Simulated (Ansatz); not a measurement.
# CH2FNSi: single points off equilibrium

The task here is to estimate one member of a computed series from the others.

Computed with Ansatz 0.2.0, Gaussian basis. Level: single points in def2-TZVPP.

Cores are frozen in the correlated methods.

## Where the work starts

SMILES `NC#[Si]F`, 6 atoms, charge 0, spin multiplicity 1.

Atoms are counted from 1 here; the program's logs count them from 0.

Bond lengths: N1–C2 1.294 Å, N1–H5 1.013 Å, N1–H6 0.996 Å, C2–Si3 1.729 Å, Si3–F4 1.636 Å. Angles: C2–N1–H5 123.8°, C2–N1–H6 122.6°, H5–N1–H6 112.9°, N1–C2–Si3 138.7°, C2–Si3–F4 115.4°.

As a file:

```
N     0.1371    1.1572    0.2124
C    -0.2734   -0.0378   -0.0670
Si    0.3621   -1.6437   -0.1537
F    -0.6982   -2.7928   -0.6338
H     0.4695    1.8159   -0.4815
H     0.0252    1.5668    1.1133
```

Set-up of the first run:

The input, run/in.yaml:

```yaml
crystal:
  periodic: [false, false, false]
  atoms:
    - {symbol: N, position_ang: [0.137100, 1.157200, 0.212400]}
    - {symbol: C, position_ang: [-0.273400, -0.037800, -0.067000]}
    - {symbol: Si, position_ang: [0.362100, -1.643700, -0.153700]}
    - {symbol: F, position_ang: [-0.698200, -2.792800, -0.633800]}
    - {symbol: H, position_ang: [0.469500, 1.815900, -0.481500]}
    - {symbol: H, position_ang: [0.025200, 1.566800, 1.113300]}
basis:
  gaussian: {orbitals: def2-TZVPP}
correlation: {method: ccsd_t}
output: {forces: true}
```

No record of the launch command was kept for these runs.

Among the steps run: CCSD(T)/def2-TZVPP; PBE0-D4/def2-TZVPP; wB97M-V/def2-TZVPP; r2SCAN-D4/def2-TZVPP; PBE-D4/def2-TZVPP; BHLYP-D4/def2-TZVPP; HSE06-D4/def2-TZVPP.

One table of the session follows, with a row left open; its other results are not shown here.

```
   method  RMS force component (eV/Å)  angle to CCSD(T) forces (°)  dipole (D)
  CCSD(T)                       0.486                    reference        4.87
  PBE0-D4                       0.485                         32.3        4.78
  wB97M-V                           ?                            ?           ?
r2SCAN-D4                       0.434                         24.2        4.72
   PBE-D4                       0.449                         38.7        4.66
 BHLYP-D4                       0.609                         40.0        4.84
 HSE06-D4                       0.484                         31.9        4.77
```

Q: Estimate the row for wB97M-V from the others.

**Answer.** RMS force component (eV/Å): 0.494; angle to CCSD(T) forces (°): 28.7; dipole (D): 4.83. In the column «RMS force component (eV/Å)» it lies between CCSD(T) (0.486) and BHLYP-D4 (0.609).

Limits of these values: The reference is not at the basis limit: in triple zeta CCSD(T) underbinds, which counts against methods that bind more; the gaps are no ranking. The T1 diagnostic is large here, over the usual mark for main-group molecules (transition-metal compounds often pass it harmlessly), so CCSD(T) itself may be off.
